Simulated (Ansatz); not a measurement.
# HfH (quartet): wave-function methods side by side at distance Hf1–H2 = 1.865 Å, def2-TZVPP

The task here is to estimate one member of a computed series from the others.

Computed with Ansatz 0.2.0, Gaussian basis. Level: def2-TZVPP, core rule «outside noble gas», up to 4 orbitals frozen.

Plan: UHF; CCSD(T) on ROHF; CCSD(T) on UHF; CCSDT(Q) on ROHF; CCSDT(Q) on UHF; CASSCF and MRCISD+Q, 5 electrons in 5 orbitals; CASSCF and NEVPT2, 5 electrons in 5 orbitals.

33 further runs of the same task are left out: 22 for a known fault of the program, 11 that didn't finish.

## The geometry

The geometry derives from a PBE0/def2-TZVP stationary point (not a proven minimum). One bond is set to the value named and the two fragments are kept rigid. No spin-orbit coupling is included. Elements past krypton take def2 core potentials.

2 atoms, charge 0, spin multiplicity 4.

Atoms are counted from 1 here; the program's logs count them from 0.

Bond lengths: Hf1–H2 1.865 Å.

As a file:

```xyz
2
charge 0, multiplicity 4
Hf    0.00000    0.00000    0.00000
H     0.00000    0.00000    1.86477
```

The first run:

The input, in.yaml:

```yaml
crystal:
  periodic: [false, false, false]
  atoms:
    - {symbol: Hf, position_ang: [0.000000, 0.000000, 0.000000]}
    - {symbol: H, position_ang: [0.000000, 0.000000, 1.864769]}
basis:
  gaussian: {orbitals: def2-TZVPP}
magnetization: {spin_polarized: true, initial_magnetization: 3}
hamiltonian: {xc: hf}
output: {orbitals: {seedname: orbitals}}
```

Run with:

```console
$ ansatz run in.yaml --threads 1 --pin off --events-out ev --progress --plain --max-ram 4096MiB --backend cpu
```

Among the steps run: UHF; CCSD(T) on ROHF; CCSD(T) on UHF; CCSDT(Q) on ROHF; CCSDT(Q) on UHF; CASSCF and MRCISD+Q, 5 electrons in 5 orbitals; CASSCF and NEVPT2, 5 electrons in 5 orbitals.

One of the session's tables, all rows but one given; the rest of the session is left out.

| method | from RCCSDT(Q) (meV) |
| --- | --- |
| ROHF | +1859.5 |
| UHF | +1747.2 |
| RMP2 | +461.8 |
| UMP2 | +360.4 |
| RCCSD | +75.5 |
| UCCSD | -19.4 |
| RCCSD(T) | +27.5 |
| UCCSD(T) | -66.4 |
| RCCSDT | +2.9 |
| UCCSDT | -85.3 |
| RCCSDT(Q) | 0 |
| UCCSDT(Q) | -86.8 |
| CASSCF pair | +1482.0 |
| NEVPT2 pair | ? |
| MRCISD pair | +87.8 |
| MRCISD+Q pair | +22.9 |

**Question.** Estimate the row for NEVPT2 pair.

**Answer.** from RCCSDT(Q) (meV): +555.9. In the column «from RCCSDT(Q) (meV)» it lies between RMP2 (+461.8) and CASSCF pair (+1482.0).

Limits of these values: Restricted and unrestricted rows rest on different reference determinants; where their highest levels disagree by more than a few hundredths of an eV, they describe different states and don't form one ladder.
